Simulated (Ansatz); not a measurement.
**Ca (fcc type): how the settings move a single-point run**

How sensitive is a single-point run of Ca (fcc type) to its settings? A reference run comes first, then one run with altered input.

Program: Ansatz 0.2.0. Level of theory: reference: DFT, LDA, PAW with Ansatz's default frozen-core files, scalar-relativistic. These are calculated values, not measurements.

**1. Starting point**

Symmetry: Fm-3m, No. 225, cubic system. Conventional cell: a = 5.252 Å, b = 5.252 Å, c = 5.252 Å, α = 90.00°, β = 90.00°, γ = 90.00°. Ca (site symmetry m-3m) is surrounded by 12 Ca at 3.71 Å.

Coordinates:

```
CELL_PARAMETERS angstrom
0.00000 2.62618 2.62618
2.62618 0.00000 2.62618
2.62618 2.62618 0.00000
ATOMIC_POSITIONS crystal
Ca 0.00000 0.00000 0.00000
```

**2. Baseline**

input.yaml

```yaml
crystal:
  lattice:
    - [0.0, 2.6261766456, 2.6261766456]
    - [2.6261766456, 0.0, 2.6261766456]
    - [2.6261766456, 2.6261766456, 0.0]
  atoms:
    - { symbol: Ca, position: [0.0, 0.0, 0.0] }
kpoints:
  mp_grid: { grid: [12, 12, 12] }
scf:
  occupations: { method: fermi_dirac, width: 0.08 }
hamiltonian:
  xc: lda
  pseudopotentials: { kind: paw }
output:
  forces: true
  stress: true
  eigenvalues: true
  populations: true
```

The run is started by

```
$ ansatz run input.yaml --threads 1 --pin off --max-ram 2048MiB --backend cpu --events-out ev --progress --plain --runs-dir out
```

**3. Variant: mp_grid.shift [0.5, 0.5, 0.5], xc pbesol, ecutrho_ratio 12**

Changes to input.yaml since step 2:

```diff
@@ -8,3 +8,3 @@
 kpoints:
-  mp_grid: { grid: [12, 12, 12] }
+  mp_grid: { grid: [12, 12, 12], shift: [0.5, 0.5, 0.5] }
 scf:
@@ -12,3 +12,3 @@
 hamiltonian:
-  xc: lda
+  xc: pbesol
   pseudopotentials: { kind: paw }
@@ -19 +19,3 @@
   populations: true
+basis:
+  ecutrho_ratio: 12
```

Before running it: what results should come out? Wanted: for each run, ending; energy change; pressure; gap; force.

The runs gave:

```tsv
run	ending	energy change	pressure (GPa)	gap (eV)	force (eV/Å)	cycles	time
reference	converged	-	1.0	0.00	0.00	6	2 s
1: mp_grid.shift [0.5, 0.5, 0.5], xc pbesol, ecutrho_ratio 12	converged	not comparable	2.5	0.00	0.00	6	5.2 s
```

Residual by cycle in the longest SCF loop of each run; runs are numbered as in the table. The quantity is the density residual dr2, in eV.

```tsv
cycle	reference	run 1
1	0.00269	0.00168
2	8.4e-4	4.1e-4
3	1.3e-5	3.9e-6
4	1.7e-7	6.0e-8
5	2.5e-9	2.2e-9
6	1.1e-11	8.3e-12
```

**Reading.** Total energies don't compare across a change of functional; the pressure goes from 1.0 to 2.5 GPa. The k-point mesh and numerical grids changed too. Cost: 5.2 s against 2 s.
